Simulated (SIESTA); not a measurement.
Ba2Tl5V3O12:

```
CELL_PARAMETERS angstrom
4.23698 2.44622 6.12840
-4.23698 2.44622 6.12840
0.00000 -4.89244 6.12840
ATOMIC_POSITIONS crystal
Ba 0.50000 0.50000 0.50000
Ba 0.00000 0.00000 0.00000
V 0.50000 0.50000 0.00000
V 0.00000 0.50000 0.50000
V 0.50000 0.00000 0.50000
Tl 0.00000 0.00000 0.50000
Tl 0.50000 0.00000 0.00000
Tl 0.00000 0.50000 0.00000
Tl 0.74045 0.74045 0.74045
Tl 0.25955 0.25955 0.25955
O 0.71652 0.08089 0.41242
O 0.41242 0.71652 0.08089
O 0.08089 0.41242 0.71652
O 0.58757 0.91911 0.28348
O 0.91911 0.28348 0.58757
O 0.28348 0.58757 0.91911
O 0.28348 0.91911 0.58757
O 0.58757 0.28348 0.91911
O 0.91911 0.58757 0.28348
O 0.41242 0.08089 0.71652
O 0.08089 0.71652 0.41242
O 0.71652 0.41242 0.08089
```

The cell was built by a generator and needn't be a form met in nature.

Program: SIESTA 5.4.2. Alike in all runs: task band structure; spin collinear, ferromagnetic start; cell as given; k mesh 4 × 4 × 4; smearing fermi-dirac 0.05 eV; grid cutoff 800 Ry; energy shift 0.003 Ry.

Order these runs on this cell by their pressure, lowest first.
A. level BLYP; potentials or basis PseudoDojo 0.4 standard (PBE files), DZP (energy shift 0.003 Ry; two zetas on semicore shells; d shell added on Ba)
B. level PBEsol; potentials or basis PseudoDojo 0.4 standard (PBEsol files), DZP (energy shift 0.003 Ry; two zetas on semicore shells; d shell added on Ba)
C. level LDA; potentials or basis PseudoDojo 0.4 standard (LDA files), DZP (energy shift 0.003 Ry; two zetas on semicore shells; d shell added on Ba)

C (-6.1 GPa), B (-2.7 GPa), A (5.6 GPa).

Caveats: this set's barium file shifts pressures by up to 1 GPa against other sets; the basis of atomic orbitals isn't converged, which shifts pressures, moduli and gaps; the potentials were made for another functional, which shifts forces and pressure (some runs).

Runs at the PBE level aren't shown here.
